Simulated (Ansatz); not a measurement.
# AlClH2O2: single points with varied inputs

Aim: run AlClH2O2 under a spread of inputs, and see what each costs and gives.

Program: Ansatz 0.2.0, Gaussian basis. Level of theory: the settings change from run to run. These are calculated values, not measurements.

## Step 1: The molecule

The geometry comes from an earlier relaxation with PBE0-D4 in a triple-zeta def2 set; it is a stationary point.

SMILES `[OH][Al]([OH])[Cl]`, 6 atoms, charge 0, spin multiplicity 1.

Atoms are counted from 1 here; the program's logs count them from 0.

Bond lengths: O1–Al2 1.680 Å, O1–H5 0.955 Å, Al2–O3 1.680 Å, Al2–Cl4 2.092 Å, O3–H6 0.955 Å. Angles: Al2–O1–H5 122.5°, O1–Al2–O3 118.2°, O1–Al2–Cl4 120.9°, O3–Al2–Cl4 120.9°, Al2–O3–H6 122.5°.

## Step 2: SPW92/def2-SVP

This run has the search for lower states set to full.

File in.yaml:

```yaml
crystal:
  periodic: [false, false, false]
  atoms:
    - {symbol: O, position_ang: [-0.158318, 1.388036, -0.845207]}
    - {symbol: Al, position_ang: [-0.039705, -0.076197, -0.030219]}
    - {symbol: O, position_ang: [1.049745, -0.191005, 1.243461]}
    - {symbol: Cl, position_ang: [-1.218983, -1.712775, -0.585248]}
    - {symbol: H, position_ang: [-0.757131, 1.521497, -1.577669]}
    - {symbol: H, position_ang: [1.166494, -0.993456, 1.748782]}
basis:
  gaussian: {orbitals: def2-SVP}
hamiltonian: {xc: {name: SPW92}}
scf: {lower_state_search: full}
```

The run is started by

```bash
> ansatz run in.yaml --threads 2 --pin off --events-out ev --progress --plain --max-ram 32768MiB --backend cpu
```

Log:

```text
Functional definition: SPW92
  name "SPW92"
  cite "Dirac, Proc. Camb. Phil. Soc. 26, 376 (1930) doi:10.1017/S0305004100016108"
  cite "Slater, Phys. Rev. 81, 385 (1951) doi:10.1103/PhysRev.81.385"
  cite "Perdew & Wang, Phys. Rev. B 45, 13244 (1992) doi:10.1103/PhysRevB.45.13244"
  exchange = slater_x
  correlation = pw_c
790 factors; their error is unknown
mean field evaluation 1: about -23131.1665 eV, gradient 8.3e1 eV
mean field evaluation 2: about -23058.1738 eV, gradient 2.0e2 eV
mean field evaluation 4: about -23142.8753 eV, gradient 1.0e1 eV
mean field evaluation 8: about -23143.1047 eV, gradient 9.6e-2 eV
mean field evaluation 16: about -23131.1238 eV, gradient 8.3e1 eV
mean field evaluation 32: about -23094.2681 eV, gradient 3.0e1 eV
mean field -23143.10472836 eV, -850.4934118074 hartree, gradient 3.8e-5 eV, S^2 0.000000; 0 other end points of the search recorded, 0 dependent functions left out
reference -23143.10475954 eV, -850.4934129534 hartree; 24, 24 occupied and 50, 50 virtual orbitals, 790 factors
Total energy: -23143.10475954 eV, -850.4934129534 hartree
```

Run time: 0.66 s. Hardware: 2 threads, shared host.

## Step 3: r2SCANh/STO-3G

This run has coordinates scaled by 1.12.

File in.yaml:

```yaml
crystal:
  periodic: [false, false, false]
  atoms:
    - {symbol: O, position_ang: [-0.177316, 1.554600, -0.946632]}
    - {symbol: Al, position_ang: [-0.044470, -0.085340, -0.033845]}
    - {symbol: O, position_ang: [1.175714, -0.213926, 1.392677]}
    - {symbol: Cl, position_ang: [-1.365261, -1.918308, -0.655477]}
    - {symbol: H, position_ang: [-0.847987, 1.704077, -1.766989]}
    - {symbol: H, position_ang: [1.306473, -1.112670, 1.958635]}
basis:
  gaussian: {orbitals: STO-3G}
hamiltonian: {xc: {name: r2SCANh}}
output: {forces: true}
```

Same command.

Log (excerpt; [...] marks lines left out):

```text
Functional definition: r2SCANh
  name "r2SCANh"
  cite "Bursch, Neugebauer, Ehlert & Grimme, J. Chem. Phys. 156, 134105 (2022) doi:10.1063/5.0086040"
  cite "Furness, Kaplan, Ning, Perdew & Sun, J. Phys. Chem. Lett. 11, 8208 (2020) doi:10.1021/acs.jpclett.0c02405"
  cite "Furness, Kaplan, Ning, Perdew & Sun, J. Phys. Chem. Lett. 11, 9248 (2020) doi:10.1021/acs.jpclett.0c03077"
  parent r2scan
[...]
360 factors; integrals over basis functions are off by at most 2.3e-5 eV
[...]
mean field -22972.74970043 eV, -844.2329800019 hartree, gradient 1.4e-5 eV, S^2 0.000000; 0 other end points of the search recorded, 0 dependent functions left out
[...]
reference -22972.74970521 eV, -844.2329801773 hartree; 24, 24 occupied and 6, 6 virtual orbitals, 360 factors
Total energy: -22972.74970521 eV, -844.2329801773 hartree
Atom 0 at    -0.177316     1.554600    -0.946632 Å, force    -0.027327    -2.012879     0.906766 eV/Å
Atom 1 at    -0.044470    -0.085340    -0.033845 Å, force     0.065280     0.097671     0.035584 eV/Å
Atom 2 at     1.175714    -0.213926     1.392677 Å, force    -1.492672    -0.100396    -1.625044 eV/Å
Atom 3 at    -1.365261    -1.918308    -0.655477 Å, force     1.715797     2.380783     0.807217 eV/Å
Atom 4 at    -0.847987     1.704077    -1.766989 Å, force     1.050025    -1.727088     1.979832 eV/Å
Atom 5 at     1.306473    -1.112670     1.958635 Å, force    -1.311102     1.361908    -2.104355 eV/Å
Dipole moment:     0.249457     0.345614     0.116827 e Å
```

Run time: 1.1 s. Hardware: 2 threads, shared host.

Largest force 3.044 eV/Å, dipole 2.12 D.

## Step 4: B97/def2-TZVPD

This run has the search for lower states set to off.

File in.yaml:

```yaml
crystal:
  periodic: [false, false, false]
  atoms:
    - {symbol: O, position_ang: [-0.158318, 1.388036, -0.845207]}
    - {symbol: Al, position_ang: [-0.039705, -0.076197, -0.030219]}
    - {symbol: O, position_ang: [1.049745, -0.191005, 1.243461]}
    - {symbol: Cl, position_ang: [-1.218983, -1.712775, -0.585248]}
    - {symbol: H, position_ang: [-0.757131, 1.521497, -1.577669]}
    - {symbol: H, position_ang: [1.166494, -0.993456, 1.748782]}
basis:
  gaussian: {orbitals: def2-TZVPD}
hamiltonian: {xc: {name: B97}}
scf: {lower_state_search: off}
output: {forces: true}
```

The command is unchanged.

Log (excerpt; [...] marks lines left out):

```text
Functional definition: B97
  name "B97"
  cite "Becke, J. Chem. Phys. 107, 8554 (1997) doi:10.1063/1.475007"
[...]
      + integral(e_c_pw_opposite_spin*poly(b97_u_opposite, cos0, cos1, cos2))
[...]
1039 factors; their error is unknown
[...]
mean field -23249.92873228 eV, -854.4191215434 hartree, gradient 5.1e-6 eV, S^2 0.000000; 0 other end points of the search recorded, 0 dependent functions left out
[...]
reference -23249.92877119 eV, -854.4191229734 hartree; 24, 24 occupied and 163, 163 virtual orbitals, 1039 factors
Total energy: -23249.92877119 eV, -854.4191229734 hartree
Atom 0 at    -0.158318     1.388036    -0.845207 Å, force     0.051653     0.188108    -0.031445 eV/Å
Atom 1 at    -0.039705    -0.076197    -0.030219 Å, force    -0.038184    -0.049714    -0.015400 eV/Å
Atom 2 at     1.049745    -0.191005     1.243461 Å, force     0.138520     0.073736     0.119274 eV/Å
Atom 3 at    -1.218983    -1.712775    -0.585248 Å, force    -0.124396    -0.173629    -0.059395 eV/Å
Atom 4 at    -0.757131     1.521497    -1.577669 Å, force    -0.065459     0.048003    -0.095675 eV/Å
Atom 5 at     1.166494    -0.993456     1.748782 Å, force     0.037867    -0.086504     0.082640 eV/Å
Dipole moment:    -0.091573    -0.127816    -0.043850 e Å
Checks for a lower state left out: stability, starts, cluster_reference, orbital_swaps, neighbouring_geometries, increment
```

Run time: 4.9 s. Hardware: 2 threads, shared host; peak memory 0.45 GiB.

Largest force 0.222 eV/Å, dipole 0.78 D.

## Step 5: PBE0-DH/6-31G*

This run has atoms shaken by 0.03 Å, a point charge of 1.00 e beside it.

File in.yaml:

```yaml
crystal:
  periodic: [false, false, false]
  atoms:
    - {symbol: O, position_ang: [-0.119033, 1.365152, -0.833896]}
    - {symbol: Al, position_ang: [-0.024792, -0.093583, -0.043243]}
    - {symbol: O, position_ang: [1.031006, -0.212858, 1.240637]}
    - {symbol: Cl, position_ang: [-1.223312, -1.757996, -0.589265]}
    - {symbol: H, position_ang: [-0.743339, 1.564608, -1.554570]}
    - {symbol: H, position_ang: [1.146471, -1.009573, 1.720859]}
basis:
  gaussian: {orbitals: "6-31G*", point_charges: [{charge: 1.00, position_ang: [5.169, 0.753, -0.091]}]}
hamiltonian: {xc: {name: PBE0-DH}}
```

Same command.

Log (excerpt; [...] marks lines left out):

```text
Functional definition: PBE0-DH
  name "PBE0-DH"
  cite "Brémond & Adamo, J. Chem. Phys. 135, 024106 (2011) doi:10.1063/1.3604569"
  cite "Perdew, Burke & Ernzerhof, Phys. Rev. Lett. 77, 3865 (1996) doi:10.1103/PhysRevLett.77.3865"
[...]
643 factors; integrals over basis functions are off by at most 6.4e-4 eV
[...]
mean field -23234.24829838 eV, -853.8428762262 hartree, gradient 3.3e-6 eV, S^2 0.000000; 0 other end points of the search recorded, 0 dependent functions left out
12 core orbitals not correlated: weight in the atoms' cores, before any rotation towards them, 1.000 or more for the frozen orbitals, at most 0.000 for the correlated occupied ones
reference -23234.24831911 eV, -853.8428769881 hartree; 12, 12 occupied and 48, 48 virtual orbitals, 643 factors
second order -18.05668239 eV of doubles, -0.00000000 eV of singles
Total energy: -23236.50540441 eV, -853.9258233429 hartree
```

Run time: 1.6 s. Hardware: 2 threads, shared host.

## Step 6: r2SCANh/def2-TZVP

File in.yaml:

```yaml
crystal:
  periodic: [false, false, false]
  atoms:
    - {symbol: O, position_ang: [-0.158318, 1.388036, -0.845207]}
    - {symbol: Al, position_ang: [-0.039705, -0.076197, -0.030219]}
    - {symbol: O, position_ang: [1.049745, -0.191005, 1.243461]}
    - {symbol: Cl, position_ang: [-1.218983, -1.712775, -0.585248]}
    - {symbol: H, position_ang: [-0.757131, 1.521497, -1.577669]}
    - {symbol: H, position_ang: [1.166494, -0.993456, 1.748782]}
basis:
  gaussian: {orbitals: def2-TZVP}
hamiltonian: {xc: {name: r2SCANh}}
output: {forces: true}
```

Launched as before.

Log (excerpt; [...] marks lines left out):

```text
Functional definition: r2SCANh
  name "r2SCANh"
  cite "Bursch, Neugebauer, Ehlert & Grimme, J. Chem. Phys. 156, 134105 (2022) doi:10.1063/5.0086040"
  cite "Furness, Kaplan, Ning, Perdew & Sun, J. Phys. Chem. Lett. 11, 8208 (2020) doi:10.1021/acs.jpclett.0c02405"
  cite "Furness, Kaplan, Ning, Perdew & Sun, J. Phys. Chem. Lett. 11, 9248 (2020) doi:10.1021/acs.jpclett.0c03077"
  parent r2scan
[...]
905 factors; their error is unknown
[...]
mean field -23250.06976698 eV, -854.4243044731 hartree, gradient 1.8e-5 eV, S^2 0.000000; 0 other end points of the search recorded, 0 dependent functions left out
[...]
reference -23250.06977695 eV, -854.4243048397 hartree; 24, 24 occupied and 124, 124 virtual orbitals, 905 factors
Total energy: -23250.06977695 eV, -854.4243048397 hartree
Atom 0 at    -0.158318     1.388036    -0.845207 Å, force    -0.003444    -0.056872     0.021023 eV/Å
Atom 1 at    -0.039705    -0.076197    -0.030219 Å, force     0.015289     0.024898     0.010087 eV/Å
Atom 2 at     1.049745    -0.191005     1.243461 Å, force    -0.041509    -0.007966    -0.044213 eV/Å
Atom 3 at    -1.218983    -1.712775    -0.585248 Å, force     0.007467     0.009370     0.002673 eV/Å
Atom 4 at    -0.757131     1.521497    -1.577669 Å, force     0.015248     0.009565     0.012585 eV/Å
Atom 5 at     1.166494    -0.993456     1.748782 Å, force     0.006948     0.021004    -0.002156 eV/Å
Dipole moment:    -0.094794    -0.132293    -0.045376 e Å
```

It took 4.2 s on 2 threads, shared host.

Largest force 0.061 eV/Å, dipole 0.81 D.

## Step 7: r2SCANh/def2-TZVPP

Options: multiplicity 3.

Changes to in.yaml since step 6:

```diff
@@ -10,4 +10,4 @@
 basis:
-  gaussian: {orbitals: def2-TZVP}
+  gaussian: {orbitals: def2-TZVPP}
+magnetization: {spin_polarized: true, initial_magnetization: 2}
 hamiltonian: {xc: {name: r2SCANh}}
-output: {forces: true}
```

The command is unchanged.

Log (excerpt; [...] marks lines left out):

```text
Functional definition: r2SCANh
  name "r2SCANh"
  cite "Bursch, Neugebauer, Ehlert & Grimme, J. Chem. Phys. 156, 134105 (2022) doi:10.1063/5.0086040"
  cite "Furness, Kaplan, Ning, Perdew & Sun, J. Phys. Chem. Lett. 11, 8208 (2020) doi:10.1021/acs.jpclett.0c02405"
  cite "Furness, Kaplan, Ning, Perdew & Sun, J. Phys. Chem. Lett. 11, 9248 (2020) doi:10.1021/acs.jpclett.0c03077"
  parent r2scan
[...]
983 factors; their error is unknown
[...]
mean field -23243.52804673 eV, -854.1839006880 hartree, gradient 3.0e-6 eV, S^2 2.006827; 10 other end points of the search recorded, 0 dependent functions left out
reference -23243.52806072 eV, -854.1839012024 hartree; 25, 23 occupied and 149, 151 virtual orbitals, 983 factors
Total energy: -23243.52806072 eV, -854.1839012024 hartree
```

Run time: 95 s. Hardware: 2 threads, shared host; peak memory 0.76 GiB.

⟨S²⟩ 2.007.

## Step 8: B3LYP/def2-mTZVP

This run has unrestricted orbitals, a grid of angular degree 23, D4 dispersion.

Changes to in.yaml since step 7:

```diff
@@ -10,4 +10,5 @@
 basis:
-  gaussian: {orbitals: def2-TZVPP}
-magnetization: {spin_polarized: true, initial_magnetization: 2}
-hamiltonian: {xc: {name: r2SCANh}}
+  gaussian: {orbitals: def2-mTZVP, final_grid: {core_spheres: 8, valence_spheres: 7, degree: 23}}
+magnetization: {spin_polarized: true, initial_magnetization: 0}
+hamiltonian: {xc: {name: B3LYP}, dispersion: d4}
+output: {forces: true}
```

The command is unchanged.

Log (excerpt; [...] marks lines left out):

```text
Functional definition: B3LYP
  name "B3LYP"
  cite "Stephens, Devlin, Chabalowski & Frisch, J. Phys. Chem. 98, 11623 (1994) doi:10.1021/j100096a001"
  cite "Becke, Phys. Rev. A 38, 3098 (1988) doi:10.1103/PhysRevA.38.3098"
  cite "Lee, Yang & Parr, Phys. Rev. B 37, 785 (1988) doi:10.1103/PhysRevB.37.785"
  cite "Vosko, Wilk & Nusair, Can. J. Phys. 58, 1200 (1980) doi:10.1139/p80-159"
[...]
871 factors; integrals over basis functions are off by at most 9.8e-4 eV
[...]
mean field -23254.20685639 eV, -854.5763397047 hartree, gradient 3.7e-5 eV, S^2 0.000000; 0 other end points of the search recorded, 0 dependent functions left out
[...]
reference -23254.20710159 eV, -854.5763487158 hartree; 24, 24 occupied and 74, 74 virtual orbitals, 871 factors
Total energy: -23254.39112188 eV, -854.5831113368 hartree
Atom 0 at    -0.158318     1.388036    -0.845207 Å, force     0.208089     0.152025     0.160519 eV/Å
Atom 1 at    -0.039705    -0.076197    -0.030219 Å, force    -0.022172    -0.027559    -0.007978 eV/Å
Atom 2 at     1.049745    -0.191005     1.243461 Å, force     0.107057     0.283278    -0.013731 eV/Å
Atom 3 at    -1.218983    -1.712775    -0.585248 Å, force    -0.150563    -0.209927    -0.071687 eV/Å
Atom 4 at    -0.757131     1.521497    -1.577669 Å, force    -0.214714     0.088427    -0.281574 eV/Å
Atom 5 at     1.166494    -0.993456     1.748782 Å, force     0.072302    -0.286244     0.214450 eV/Å
Dipole moment:    -0.067160    -0.093934    -0.032357 e Å
```

Run time: 2.7 s. Hardware: 2 threads, shared host.

Largest force 0.365 eV/Å, dipole 0.58 D, ⟨S²⟩ 0.000.

## Step 9: wB97M-V/def2-SVP

Set apart from the defaults: charge +1, multiplicity 2, finite nuclei.

Changes to in.yaml since step 8:

```diff
@@ -10,5 +10,6 @@
 basis:
-  gaussian: {orbitals: def2-mTZVP, final_grid: {core_spheres: 8, valence_spheres: 7, degree: 23}}
-magnetization: {spin_polarized: true, initial_magnetization: 0}
-hamiltonian: {xc: {name: B3LYP}, dispersion: d4}
+  gaussian: {orbitals: def2-SVP, nuclear_model: gaussian}
+total_charge: 1
+magnetization: {spin_polarized: true, initial_magnetization: 1}
+hamiltonian: {xc: {name: wB97M-V}}
 output: {forces: true}
```

Launched as before.

Log (excerpt; [...] marks lines left out):

```text
Functional definition: wB97M-V
  name "wB97M-V"
  cite "Mardirossian & Head-Gordon, J. Chem. Phys. 144, 214110 (2016) doi:10.1063/1.4952647"
  cite "Becke, J. Chem. Phys. 107, 8554 (1997) doi:10.1063/1.475007"
  cite "Vydrov & Van Voorhis, J. Chem. Phys. 133, 244103 (2010) doi:10.1063/1.3521275"
  # Of w^i u^j: cxij and so on, Table III.
[...]
  gx(w, u) = 1 - cx + cx01*u + cx10*w
  gss(w, u) = css00 + css04*u^4 + css10*w + css20*w^2 + css43*w^4*u^3
  gos(w, u) = cos00 + cos10*w + (cos20 + cos21*u)*w^2 + (cos60 + cos61*u)*w^6
[...]
      + integral(e_c_pw_mod_opposite_spin*gos(b97_w_opposite, b97_u_opposite)) + vv10(b, c)
678 factors; integrals over basis functions are off by at most 8.0e-4 eV
180 factors; integrals over basis functions are off by at most 8.2e-6 eV
[...]
mean field -23227.97073935 eV, -853.6121801870 hartree, gradient 6.0e-8 eV, S^2 0.759979; 6 other end points of the search recorded, 0 dependent functions left out
[...]
reference -23227.97078023 eV, -853.6121816893 hartree; 24, 23 occupied and 50, 51 virtual orbitals, 678 factors
Total energy: -23227.97078023 eV, -853.6121816893 hartree
Atom 0 at    -0.158318     1.388036    -0.845207 Å, force    -0.276885    -0.459805     0.173032 eV/Å
Atom 1 at    -0.039705    -0.076197    -0.030219 Å, force     0.689829     0.758445     0.174674 eV/Å
Atom 2 at     1.049745    -0.191005     1.243461 Å, force    -0.496207    -0.174122    -0.205480 eV/Å
Atom 3 at    -1.218983    -1.712775    -0.585248 Å, force    -0.311586    -0.323674    -0.064536 eV/Å
Atom 4 at    -0.757131     1.521497    -1.577669 Å, force    -0.241475     0.673085    -0.797593 eV/Å
Atom 5 at     1.166494    -0.993456     1.748782 Å, force     0.636324    -0.473929     0.719903 eV/Å
Dipole moment:    -0.165290    -0.266751    -0.106261 e Å
```

It took 46 s on 2 threads, shared host.

Largest force 1.071 eV/Å, ⟨S²⟩ 0.760.

## Step 10: wB97/6-31++G**

Set apart from the defaults: unrestricted orbitals, density fitting with def2-universal-jkfit.

Changes to in.yaml since step 9:

```diff
@@ -10,6 +10,4 @@
 basis:
-  gaussian: {orbitals: def2-SVP, nuclear_model: gaussian}
-total_charge: 1
-magnetization: {spin_polarized: true, initial_magnetization: 1}
-hamiltonian: {xc: {name: wB97M-V}}
-output: {forces: true}
+  gaussian: {orbitals: "6-31++G**", fitting: {mean_field: def2-universal-jkfit}}
+magnetization: {spin_polarized: true, initial_magnetization: 0}
+hamiltonian: {xc: {name: wB97}}
```

Same command.

Log (excerpt; [...] marks lines left out):

```text
Functional definition: wB97
  name "wB97"
  cite "Chai & Head-Gordon, J. Chem. Phys. 128, 084106 (2008) doi:10.1063/1.2834918"
  cite "Becke, J. Chem. Phys. 107, 8554 (1997) doi:10.1063/1.475007"
[...]
  # The coefficients of nought are those of the uniform gas.
[...]
      + integral(e_c_pw_opposite_spin*poly(b97_u_opposite, 1, cos1, cos2, cos3, cos4))
446 factors; integrals over basis functions are off by at most 1.1e-1 eV
446 factors; integrals over basis functions are off by at most 1.7e-4 eV
[...]
mean field -23249.70905865 eV, -854.4110486868 hartree, gradient 8.7e-5 eV, S^2 0.000000; 0 other end points of the search recorded, 0 dependent functions left out
reference -23249.70903853 eV, -854.4110479471 hartree; 24, 24 occupied and 72, 72 virtual orbitals, 446 factors
Total energy: -23249.70903853 eV, -854.4110479471 hartree
```

It took 4.9 s on 2 threads, shared host.

⟨S²⟩ 0.000.

## Step 11: All runs side by side

| level | charge | multiplicity | geometry | functions | energy (eV) | time |
| --- | --- | --- | --- | --- | --- | --- |
| SPW92/def2-SVP | 0 | 1 | relaxed | 74 | -23143.105 | 0.66 s |
| r2SCANh/STO-3G | 0 | 1 | scaled | 30 | -22972.750 | 1.1 s |
| B97/def2-TZVPD | 0 | 1 | relaxed | 187 | -23249.929 | 4.9 s |
| PBE0-DH/6-31G* | 0 | 1 | shaken, point charge | 72 | -23236.505 | 1.6 s |
| r2SCANh/def2-TZVP | 0 | 1 | relaxed | 148 | -23250.070 | 4.2 s |
| r2SCANh/def2-TZVPP | 0 | 3 | relaxed | 174 | -23243.528 | 95 s |
| B3LYP/def2-mTZVP | 0 | 1 | relaxed | 98 | -23254.391 | 2.7 s |
| wB97M-V/def2-SVP | 1 | 2 | relaxed | 74 | -23227.971 | 46 s |
| wB97/6-31++G** | 0 | 1 | relaxed | 96 | -23249.709 | 4.9 s |

## Step 12: Summary of results

```
                                         quantity                     value
                                             runs                         9
                                         quickest    SPW92/def2-SVP, 0.66 s
                                          slowest  r2SCANh/def2-TZVPP, 95 s
spread of total energies, same state and geometry                  111.3 eV
                  dipole, same state and geometry            0.58 to 0.81 D
```

What this shows: r2SCANh/def2-TZVPP took 143 times as long as SPW92/def2-SVP. The jobs differ in tasks and options as well as level. The totals spread over 111 eV; they can't be compared across methods or bases. At the PBE0-D4/def2-TZVP geometry and in the same state, runs without warnings or point charges leave forces up to 0.36 eV/Å (B3LYP/def2-mTZVP), against 3.0 eV/Å where the atoms were moved. At that geometry and state the dipole changes by 41 % between the lowest and highest value.
